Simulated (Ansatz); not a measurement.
This script for Ansatz 0.2.0 through its Python package starts 6 runs on InS. What input does the engine get in each?

`run_field.py`:
```python
"""Dipole of InS in the field of point charges."""

import ansatz as az
from ase import Atoms
import numpy as np

BASIS = "def2-SVPD"
XC = "b3lyp"
DISPERSION = "d4"

atoms = Atoms(["In", "S"], positions=[
    (0.0, 0.0, 0.0),
    (0.0, 0.0, 2.375),
])
ins = az.Crystal.molecule_from_ase(atoms)

calc = (
    ins.calculation()
    .basis(gaussian=BASIS)
    .functional(XC, dispersion=DISPERSION)
    .spin("collinear", total=1)
    .forces()
)
# charges +q and -q at -R and +R make a nearly even field 2 k q / R^2 at the centre
centre = np.mean([site.position_ang for site in ins.cartesian_sites], axis=0)
field = 2 * 14.399645 * 2.0 / 40.0 ** 2


def dipole(axis, sign):
    arm = 40.0 * np.eye(3)[axis]
    pair = [{"charge": sign * 2.0, "position_ang": (centre - arm).tolist()}, {"charge": -sign * 2.0, "position_ang": (centre + arm).tolist()}]
    deck = calc.input().set(az.key.basis.gaussian.point_charges, pair)
    return np.array(az.Session.from_dict(deck).plan().execute().report["charge_distribution"]["dipole_moment_e_ang"])


print(f"field {field:.4f} V/A")
alpha = np.array([(dipole(axis, 1) - dipole(axis, -1)) / (2 * field) * 14.399645 for axis in range(3)])
print("polarisability tensor (A^3)")
print(np.array2string(alpha, precision=3, suppress_small=True))
print(f"mean {np.trace(alpha) / 3:.3f} A^3 = {np.trace(alpha) / 3 / 0.14818471:.2f} bohr^3")
```

Run 1:
```yaml
crystal:
  periodic: [false, false, false]
  atoms:
    - { symbol: In, position_ang: [0.0, 0.0, 0.0] }
    - { symbol: S, position_ang: [0.0, 0.0, 2.375] }
basis:
  gaussian:
    orbitals: def2-SVPD
    point_charges:
      - { charge: 2.0, position_ang: [-40.0, 0.0, 1.1875] }
      - { charge: -2.0, position_ang: [40.0, 0.0, 1.1875] }
hamiltonian:
  xc: b3lyp
  dispersion: d4
magnetization:
  spin_polarized: true
  initial_magnetization: 1.0
output:
  forces: true
```

Run 2, against run 1:
```diff
-      - { charge: 2.0, position_ang: [-40.0, 0.0, 1.1875] }
-      - { charge: -2.0, position_ang: [40.0, 0.0, 1.1875] }
+      - { charge: -2.0, position_ang: [-40.0, 0.0, 1.1875] }
+      - { charge: 2.0, position_ang: [40.0, 0.0, 1.1875] }
```

Run 3, against run 1:
```diff
-      - { charge: 2.0, position_ang: [-40.0, 0.0, 1.1875] }
-      - { charge: -2.0, position_ang: [40.0, 0.0, 1.1875] }
+      - { charge: 2.0, position_ang: [0.0, -40.0, 1.1875] }
+      - { charge: -2.0, position_ang: [0.0, 40.0, 1.1875] }
```

Run 4, against run 1:
```diff
-      - { charge: 2.0, position_ang: [-40.0, 0.0, 1.1875] }
-      - { charge: -2.0, position_ang: [40.0, 0.0, 1.1875] }
+      - { charge: -2.0, position_ang: [0.0, -40.0, 1.1875] }
+      - { charge: 2.0, position_ang: [0.0, 40.0, 1.1875] }
```

Run 5, against run 1:
```diff
-      - { charge: 2.0, position_ang: [-40.0, 0.0, 1.1875] }
-      - { charge: -2.0, position_ang: [40.0, 0.0, 1.1875] }
+      - { charge: 2.0, position_ang: [0.0, 0.0, -38.8125] }
+      - { charge: -2.0, position_ang: [0.0, 0.0, 41.1875] }
```

Run 6, against run 1:
```diff
-      - { charge: 2.0, position_ang: [-40.0, 0.0, 1.1875] }
-      - { charge: -2.0, position_ang: [40.0, 0.0, 1.1875] }
+      - { charge: -2.0, position_ang: [0.0, 0.0, -38.8125] }
+      - { charge: 2.0, position_ang: [0.0, 0.0, 41.1875] }
```

```console
$ python run_field.py
field 0.0360 V/A
polarisability tensor (A^3)
[[ 33.184  -0.     -0.   ]
 [  0.     33.184  -0.   ]
 [ -0.548 -14.232  23.775]]
mean 30.047 A^3 = 202.77 bohr^3
```

Reading the output:
- Total energies depend on the basis set; only differences at equal settings carry meaning.
- The geometry is a force-field or estimated start, not a minimum of this method, and the basis set is short of its limit. The field of two point charges is only nearly even.
- def2 sets replace the cores of elements past krypton by effective core potentials.
- The species is open-shell (spin multiplicity 2).
- b3lyp holds the VWN-RPA fit, as in Gaussian; the form of ORCA and Turbomole is b3lyp5.
- The spin state was assumed, and another may lie lower.
- It ran for 57 s on 1 thread of Intel(R) Xeon(R) 6975P-C (Granite Rapids), on a shared host, peak memory 0.24 GiB.

(Lines on the test bed's own set-up are left out of the output.)
